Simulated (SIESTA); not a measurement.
# ScTaN: equation of state with LDA

The system is ScTaN.

```
CELL_PARAMETERS angstrom
3.08507 0.00000 0.00000
-1.54253 2.67175 0.00000
0.00000 0.00000 10.34014
ATOMIC_POSITIONS crystal
Ta 0.33333 0.66667 0.24563
Ta 0.66667 0.33333 0.75437
Sc 0.00000 0.00000 0.00000
Sc 0.00000 0.00000 0.50000
N 0.33333 0.66667 0.62984
N 0.66667 0.33333 0.37016
```

The cell comes from a database or a generator and needn't be the stable form of this composition.

```json
{"Program": "SIESTA 5.4.2", "Task": "equation of state", "Functional": "LDA", "Potentials or basis": "PseudoDojo 0.4 standard (LDA files)", "Basis": "DZP (energy shift 0.003 Ry; two zetas on semicore shells)", "Grid cutoff": "800 Ry", "Energy shift": "0.003 Ry", "k mesh": "8 × 8 × 2", "Occupations": "fermi-dirac, width 0.05 eV", "Spin": "no spin polarisation"}
```

The equilibrium volume is 13.49 Å³/atom and the bulk modulus at fixed shape and positions is 228 GPa. The pressure derivative of the bulk modulus is 4.3.

Energy against volume, from the lowest point:
```tsv
volume (Å³/atom)	energy (meV/atom)
13.352	0.00
13.637	0.13
13.921	8.30
14.205	23.63
14.489	45.40
14.773	72.92
15.057	105.56
```

All runs of the series together: 25 min on 1 thread of Arm Neoverse V1, on a shared host.

Caveat: short orbitals over semicore shells can move pressures by several GPa; the cell was scaled at fixed shape and fractional positions, which overstates the stiffness of a crystal with free parameters, most of all of layers and chains; the basis of atomic orbitals isn't converged, which shifts pressures, moduli and gaps. The run has no spin-orbit coupling, so splittings on Ta are missing.
